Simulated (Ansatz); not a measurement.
# KRhO3, space group Pm-3m: cell relaxations under several functionals

Computed with Ansatz 0.2.0 through its Python package.

The cells in order, each with its output:

```python
import ansatz as az
import numpy as np
```

```python
def edges_and_angles(cell):
    cell = np.asarray(cell)
    a, b, c = np.linalg.norm(cell, axis=1)
    cosines = cell[1] @ cell[2] / (b * c), cell[0] @ cell[2] / (a * c), cell[0] @ cell[1] / (a * b)
    return (a, b, c, *np.degrees(np.arccos(cosines)))
```

```python
system = (
    az.Lattice.cubic(3.99158)
    .space_group(221)
    .atom("K", [0.0, 0.0, 0.0])
    .atom("Rh", [0.5, 0.5, 0.5])
    .atom("O", [0.5, 0.5, 0.0])
)
```

```python
model = system.calculation().kpoints(7, 7, 7).occupations("Marzari-Vanderbilt").relax(cell=True)
```

```python
levels = [("blyp", "d3bj"), ("lda", "none"), ("pbesol", "d3bj")]
print("level            a       b       c    alpha   beta  gamma  V/atom  steps")
for name, dispersion in levels:
    seen = []
    run = model.functional(name, dispersion=dispersion).session().plan()
    out = run.execute(on_event=lambda e: seen.append(e) if e["event"] == "relax_step" else None)
    cell = out.lattice.cell_ang
    label = name if dispersion == "none" else f"{name}+{dispersion}"
    print("{:13s} {:7.4f} {:7.4f} {:7.4f} {:6.2f} {:6.2f} {:6.2f}".format(label, *edges_and_angles(cell)), f"{abs(np.linalg.det(cell)) / len(out.lattice.sites):7.3f} {len(seen):5d}")
```

    level            a       b       c    alpha   beta  gamma  V/atom  steps
    DeckWarning: basis.ecutwfc = 420 eV, auto-derived from the records' recommended cutoffs: set by K (normal level)
    blyp+d3bj      3.9437  3.9437  3.9437  90.00  90.00  90.00  12.267     6
    lda            3.8410  3.8410  3.8410  90.00  90.00  90.00  11.333     7
    pbesol+d3bj    3.8648  3.8648  3.8648  90.00  90.00  90.00  11.546     7

From smallest to largest: LDA (11.33 Å³ an atom, -10.9 % against the start), PBEsol+D3BJ (11.55 Å³ an atom, -9.2 % against the start) and BLYP+D3BJ (12.27 Å³ an atom, -3.6 % against the start). The spread is 8.2 % in volume.

Caveats:
- The run is spin-unpolarised.
- Forces vanish by symmetry, so the ions can't move, and the end may be a saddle.
- BLYP and dispersion corrections can be off by several per cent in the lattices of metals, and by several GPa in the pressure at a fixed cell.
- For a metal this k-point mesh is coarse: on a finer one energies can move by several to tens of meV an atom and pressures by half a GPa or more, differences at one mesh by less.
- The structure comes from a database of computed cells and needn't be a stable or known phase.
- Warnings are shown shortened and without file and line.
- It ran for 39 s on 1 thread of Arm Neoverse V2, with other jobs on the host, peak memory 0.4 GiB.
